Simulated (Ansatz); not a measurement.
Run this with the Python package of Ansatz (0.2.0) and show what comes out.

The script, `energy.py`:
```python
"""Single point of C2H10NPSi in a Gaussian basis."""

import sys

import ansatz as az

geometry_ang = [
    ("C", (-1.3983, 0.9808, 0.6847)),
    ("N", (-0.2015, 0.5463, -0.0461)),
    ("C", (-0.5823, 0.0243, -1.3647)),
    ("Si", (0.6421, -0.7436, 0.9)),
    ("P", (2.7587, -0.8803, 0.28)),
    ("H", (-2.1081, 0.1378, 0.8453)),
    ("H", (-1.1112, 1.41, 1.669)),
    ("H", (-1.9184, 1.7846, 0.1203)),
    ("H", (0.3214, -0.2742, -1.9366)),
    ("H", (-1.266, -0.8502, -1.2772)),
    ("H", (-1.0901, 0.817, -1.9553)),
    ("H", (-0.0227, -2.0404, 0.6994)),
    ("H", (0.6038, -0.4087, 2.3319)),
    ("H", (2.4559, -1.0634, -1.1276)),
    ("H", (2.9166, 0.5601, 0.1769)),
]
molecule = az.Crystal.molecule()
for symbol, xyz in geometry_ang:
    molecule = molecule.atom(symbol, xyz)

calculation = molecule.calculation()
calculation = calculation.basis(gaussian="cc-pVDZ").correlation("mp2")
print(calculation.to_yaml())
try:
    data = calculation.run(threads=1).report
except az.AnsatzError as error:
    sys.exit(f"{type(error).__name__}: {error}")

print("reference energy %16.6f eV" % data["reference_energy_ev"])
print("total energy     %16.6f eV" % data["free_energy_ev"])
print("occupied (up, down):", data["n_occupied"], " virtual:", data["n_virtual"], " frozen:", data["n_frozen"])

parts = data["correlation"]
for name in ("random_phase", "coupled_cluster", "perturbative"):
    if name in parts:
        print(f"{name:16s} {parts[name]['energy']['hartree']:12.7f} Ha")
if "second_order" in parts:
    pair = parts["second_order"]
    print(f"MP2 same spin {pair['same_spin']['hartree']:.7f} Ha, opposite spin {pair['opposite_spin']['hartree']:.7f} Ha")

field = data["mean_field"]
print("<S^2> =", round(abs(field["state"]["spin_squared"]), 4), " relativity:", field["relativity"])
print("passes:", field["passes"])
if "symmetry" in field:
    print("occupied orbitals by irrep:", field["symmetry"]["occupied"])
```

Running `python energy.py` prints:
```text
crystal:
  periodic: [false, false, false]
  atoms:
    - { symbol: C, position_ang: [-1.3983, 0.9808, 0.6847] }
    - { symbol: "N", position_ang: [-0.2015, 0.5463, -0.0461] }
    - { symbol: C, position_ang: [-0.5823, 0.0243, -1.3647] }
    - { symbol: Si, position_ang: [0.6421, -0.7436, 0.9] }
    - { symbol: P, position_ang: [2.7587, -0.8803, 0.28] }
    - { symbol: H, position_ang: [-2.1081, 0.1378, 0.8453] }
    - { symbol: H, position_ang: [-1.1112, 1.41, 1.669] }
    - { symbol: H, position_ang: [-1.9184, 1.7846, 0.1203] }
    - { symbol: H, position_ang: [0.3214, -0.2742, -1.9366] }
    - { symbol: H, position_ang: [-1.266, -0.8502, -1.2772] }
    - { symbol: H, position_ang: [-1.0901, 0.817, -1.9553] }
    - { symbol: H, position_ang: [-0.0227, -2.0404, 0.6994] }
    - { symbol: H, position_ang: [0.6038, -0.4087, 2.3319] }
    - { symbol: H, position_ang: [2.4559, -1.0634, -1.1276] }
    - { symbol: H, position_ang: [2.9166, 0.5601, 0.1769] }
basis:
  gaussian:
    orbitals: cc-pVDZ
correlation:
  method: mp2

reference energy    -20835.082205 eV
total energy        -20853.938397 eV
occupied (up, down): [16, 16]  virtual: [99, 99]  frozen: 13
MP2 same spin -0.1532549 Ha, opposite spin -0.5396973 Ha
<S^2> = 0.0  relativity: none
passes: {'evaluations': 10, 'products': 34}
occupied orbitals by irrep: [{'A': 29}, {'A': 29}]
```

Caveats:
- Total energies depend on the basis set; only differences at equal settings carry meaning.
- The geometry is a force-field or estimated start, not a minimum of this method, and the basis set is short of its limit.
- Inner cores stay frozen, so this is valence correlation.
- S² is that of the Hartree-Fock reference.
- Wall time of the script: 2.9 s on 1 thread of Arm Neoverse V2, on a shared host, peak memory 0.31 GiB.

(Lines on the test bed's own set-up are left out of the output.)
